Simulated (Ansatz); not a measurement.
**ClFHSSi radical: one species, many methods**

How much do the methods differ for ClFHSSi radical? The plan is to run it at one geometry with functionals of several rungs and with coupled cluster. The yardstick is the atomisation energy at the CCSD(T) limit.

Method: functionals in def2-TZVPP, the program's frozen cores in correlated methods; program: Ansatz 0.2.0, Gaussian basis.

Plan: LDA (SPW92), PBE-D4, revPBE-D4, BLYP-D4, r2SCAN-D4, B97M-V, PBE0-D4, B3LYP-D4, r2SCANh-D4, r2SCAN0-D4, HSE06-D4, BHLYP-D4, CAM-B3LYP-D4, LC-ωPBE, ωB97X-V, ωB97M-V, B2PLYP, PBE-QIDH; CCSD(T)/def2-SVP; CCSD(T)/def2-TZVPP; MP2/def2-QZVPP; extrapolation to the limit; RPA on PBE.

## 1. The geometry

An earlier PBE0-D4 in a triple-zeta def2 set relaxation fixed the geometry.

SMILES `F[SiH]([S])Cl`, 5 atoms, charge 0, spin multiplicity 2.

Atoms are counted from 1 here; the program's logs count them from 0.

Bond lengths: F1–Si2 1.586 Å, Si2–S3 2.101 Å, Si2–Cl4 2.036 Å, Si2–H5 1.473 Å. Angles: F1–Si2–S3 112.6°, F1–Si2–Cl4 108.5°, F1–Si2–H5 106.8°, S3–Si2–Cl4 104.7°, S3–Si2–H5 113.2°, Cl4–Si2–H5 111.1°.

## 2. LDA

This LDA is Slater exchange with PW92 correlation.

Contents of in.yaml:

```yaml
crystal:
  periodic: [false, false, false]
  atoms:
    - {symbol: F, position_ang: [0.063796, -0.754404, 1.465330]}
    - {symbol: Si, position_ang: [0.139178, -0.051811, 0.044950]}
    - {symbol: S, position_ang: [-0.590544, 1.918236, 0.079795]}
    - {symbol: Cl, position_ang: [-1.101956, -1.040844, -1.230056]}
    - {symbol: H, position_ang: [1.539426, -0.144778, -0.401420]}
basis:
  gaussian: {orbitals: def2-TZVPP}
magnetization: {spin_polarized: true, initial_magnetization: 1}
hamiltonian: {xc: lda}
output: {orbitals: {seedname: orbitals}}
```

After this run come: PBE-D4 (GGA); revPBE-D4 (GGA); BLYP-D4 (GGA); r2SCAN-D4 (meta-GGA); B97M-V (meta-GGA); PBE0-D4 (hybrid); B3LYP-D4 (hybrid); r2SCANh-D4 (hybrid); r2SCAN0-D4 (hybrid); HSE06-D4 (hybrid); BHLYP-D4 (hybrid); CAM-B3LYP-D4 (range-separated); LC-ωPBE-D4 (range-separated); ωB97X-V (range-separated); ωB97M-V (range-separated); B2PLYP (double hybrid); PBE-QIDH (double hybrid); CCSD(T) in def2-SVP; CCSD(T) in def2-TZVPP; MP2 in def2-QZVPP; RPA on PBE orbitals.

Q: Predict the results of all the runs planned. Wanted: atomisation energy, CCSD(T)/CBS; farthest beyond LDA; mean size of error, GGA; mean size of error, meta-GGA; mean size of error, hybrid; mean size of error, range-separated; mean size of error, double hybrid; gap, smallest and largest; T1 diagnostic.

**Answer**, as computed:

| quantity | value |
| --- | --- |
| atomisation energy, CCSD(T)/CBS | 389.8 kcal/mol |
| functionals within 1.9 kcal/mol (0.5 %) | r2SCANh-D4, ωB97M-V |
| farthest beyond LDA | BHLYP-D4 (-16.1 kcal/mol) |
| mean size of error, GGA | 5.5 kcal/mol |
| mean size of error, meta-GGA | 4.6 kcal/mol |
| mean size of error, hybrid | 5.6 kcal/mol |
| mean size of error, range-separated | 3.2 kcal/mol |
| mean size of error, double hybrid | 6.3 kcal/mol |
| gap, smallest and largest | 0.12 eV (LDA (SPW92)), 8.33 eV (LC-ωPBE) |
| T1 diagnostic | 0.0123 |
| triples share of the correlation energy | 3.7 % |

In words: LDA overbinds by 56.9 kcal/mol (15 %). PBE-D4 misses by +4.6 kcal/mol. Double hybrids carry the basis error of their MP2 part in triple zeta, and no dispersion term here, so their miss is partly the set-up's. Taken by rung, range-separated functionals do best (3.2 kcal/mol on average) and double hybrid ones worst beyond LDA (6.3 kcal/mol). The reference freezes the cores and leaves out relativity and excitations past (T), so misses under about 1.9 kcal/mol can't be ranked. Hartree-Fock recovers 74 % of the binding; the rest is correlation. CCSD(T) in def2-SVP is off by -43.0 kcal/mol, so the small basis spoils what the method gains. Orbital gaps span 0.1 to 8.3 eV; exact exchange widens them.
